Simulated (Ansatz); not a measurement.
# CH7FSi2 (SMILES F[SiH2]C[SiH3]): HSE06/6-31G(d) (spherical functions)

What is the electronic atomisation energy of CH7FSi2 at HSE06/6-31G* (spherical functions)? 

Program for the calculation: Ansatz 0.2.0.

58 further runs of the same task are left out: 1 that didn't finish, 57 set aside as unsound or not needed.

## Step 1: The structure to begin with

The species is CH7FSi2 (11 atoms), meant as a singlet with charge 0. As SMILES, `F[SiH2]C[SiH3]`. Geometry: relaxed at PBE0-D4/def2-TZVP. This is one conformer, not always the lowest.

Bond lengths: F1–Si2 1.604 Å, Si2–C3 1.854 Å, C3–Si4 1.877 Å, Si2–H5 1.484 Å, Si2–H6 1.484 Å, C3–H7 1.097 Å, C3–H8 1.095 Å, Si4–H9 1.485 Å, Si4–H10 1.488 Å, Si4–H11 1.487 Å. Some angles: F1–Si2–C3 109.3°, Si2–C3–Si4 115.3°, F1–Si2–H5 107.5°, F1–Si2–H6 107.1°, C3–Si2–H5 110.7°, C3–Si2–H6 112.0°, Si2–C3–H7 107.4°, Si2–C3–H8 109.5°, Si4–C3–H7 108.3°, Si4–C3–H8 109.0°.

## Step 2: The energy at HSE06/6-31G(d) (spherical functions)

input.yaml reads:

```yaml
crystal:
  periodic: [false, false, false]
  atoms:
    - {symbol: F, position_ang: [-1.629100, 1.667400, 0.202000]}
    - {symbol: Si, position_ang: [-0.069200, 1.498400, 0.534400]}
    - {symbol: C, position_ang: [0.349200, -0.305900, 0.605500]}
    - {symbol: Si, position_ang: [-0.157200, -1.306900, -0.899700]}
    - {symbol: H, position_ang: [0.694000, 2.172900, -0.545000]}
    - {symbol: H, position_ang: [0.175700, 2.177500, 1.831400]}
    - {symbol: H, position_ang: [1.437100, -0.385200, 0.722600]}
    - {symbol: H, position_ang: [-0.101300, -0.751100, 1.498900]}
    - {symbol: H, position_ang: [-1.636400, -1.388400, -0.995700]}
    - {symbol: H, position_ang: [0.369900, -0.665700, -2.134100]}
    - {symbol: H, position_ang: [0.392600, -2.686000, -0.812200]}
basis:
  gaussian: {orbitals: 6-31G_st_-spherical.json}
hamiltonian: {xc: hse06}
output: {orbitals: {seedname: orbitals}}
accuracy: high
```

The basis set 6-31G* is read from a file made from the Basis Set Exchange's data (not shown).

Command:

```console
$ ansatz run input.yaml --threads 1 --pin off --max-ram 3480MiB --events-out events.jsonl --progress --plain --runs-dir runs
```

Output:

```text
Warning: RAYON_NUM_THREADS=1 ignored (pool sized by the plan → 1); use --threads N
Functional definition: HSE06
  name "HSE06"
  parameter a = 0.25
  parameter omega = 0.11/bohr
  exchange = pbe_x - a*pbe_x_sr(omega) + a*exact_x_sr(omega)
  correlation = pbe_c
1847 factors; integrals over basis functions are off by at most 3.6e-9 eV
116 factors; integrals over basis functions are off by at most 2.2e-9 eV
mean field evaluation 1: about -19607.6685 eV, gradient 4.6e1 eV
mean field evaluation 2: about -19604.4591 eV, gradient 5.8e1 eV
mean field evaluation 4: about -19612.1923 eV, gradient 1.9e0 eV
mean field evaluation 8: about -19612.4396 eV, gradient 2.6e-1 eV
mean field evaluation 16: about -19612.4399 eV, gradient 1.5e-5 eV
mean field -19612.43988413 eV, -720.7438719524 hartree, gradient 3.8e-8 eV, S^2 0.000000; 0 other end points of the search recorded, 0 dependent functions left out
reference -19612.43988820 eV, -720.7438721023 hartree; 25, 25 occupied and 53, 53 virtual orbitals, 1847 factors
Total energy: -19612.43988820 eV, -720.7438721023 hartree
```

It took 9.3 s on 1 thread of Arm Neoverse V1, shared host; peak memory 0.28 GiB.

## Step 3: The C atom at the same level

job.yaml reads:

```yaml
crystal:
  periodic: [false, false, false]
  atoms:
    - {symbol: C, position_ang: [0.000000, 0.000000, 0.000000]}
basis:
  gaussian: {orbitals: 6-31G_st_-spherical.json}
magnetization: {spin_polarized: true, initial_magnetization: 2}
hamiltonian: {xc: {name: HSE06}}
accuracy: high
```

The basis set 6-31G* is read from a file made from the Basis Set Exchange's data (not shown).

Run the same way, it converges to -37.79014 Eh (log not shown).

## Step 4: The F atom

in.yaml reads:

```yaml
crystal:
  periodic: [false, false, false]
  atoms:
    - {symbol: F, position_ang: [0.000000, 0.000000, 0.000000]}
basis:
  gaussian: {orbitals: 6-31G_st_-spherical.json}
total_charge: 0
magnetization: {spin_polarized: true, initial_magnetization: 1}
hamiltonian: {xc: {name: HSE06}}
accuracy: high
```

The basis set 6-31G* is read from a file made from the Basis Set Exchange's data (not shown).

Run the same way, it converges to -99.61961 Eh (log not shown).

## Step 5: The H atom

input.yaml reads:

```yaml
crystal:
  periodic: [false, false, false]
  atoms:
    - symbol: H
      position_ang: [0.000000, 0.000000, 0.000000]
basis:
  gaussian:
    orbitals: "6-31G*"
magnetization:
  spin_polarized: true
  initial_magnetization: 1
hamiltonian:
  xc: hse06
accuracy: high
```

Run the same way, it converges to -0.49883 Eh (log not shown).

## Step 6: The Si atom, same level

input.yaml reads:

```yaml
crystal:
  periodic: [false, false, false]
  atoms:
    - {symbol: Si, position_ang: [0.000000, 0.000000, 0.000000]}
basis:
  gaussian: {orbitals: 6-31G_st_-spherical.json}
magnetization: {spin_polarized: true, initial_magnetization: 2}
hamiltonian: {xc: {name: HSE06}}
accuracy: high
```

The basis set 6-31G* is read from a file made from the Basis Set Exchange's data (not shown).

Run the same way, it converges to -289.22198 Eh (log not shown).

## Step 7: Outcome

Level: HSE06/6-31G* (spherical functions).

```
                     quantity          value
       molecule: total energy  -720.74387 Eh
        molecule: HOMO energy       -8.38 eV
        molecule: LUMO energy        0.29 eV
      molecule: HOMO–LUMO gap        8.67 eV
         C atom: total energy   -37.79014 Eh
                 C atom: ⟨S²⟩          2.002
         F atom: total energy   -99.61961 Eh
                 F atom: ⟨S²⟩          0.751
         H atom: total energy    -0.49883 Eh
                 H atom: ⟨S²⟩          0.750
        Si atom: total energy  -289.22198 Eh
                Si atom: ⟨S²⟩          2.002
electronic atomisation energy      38.052 eV
```

**Reading.** Taking the molecule apart into free atoms costs 38.05 eV (3671 kJ/mol), before zero-point energy and without spin-orbit coupling.
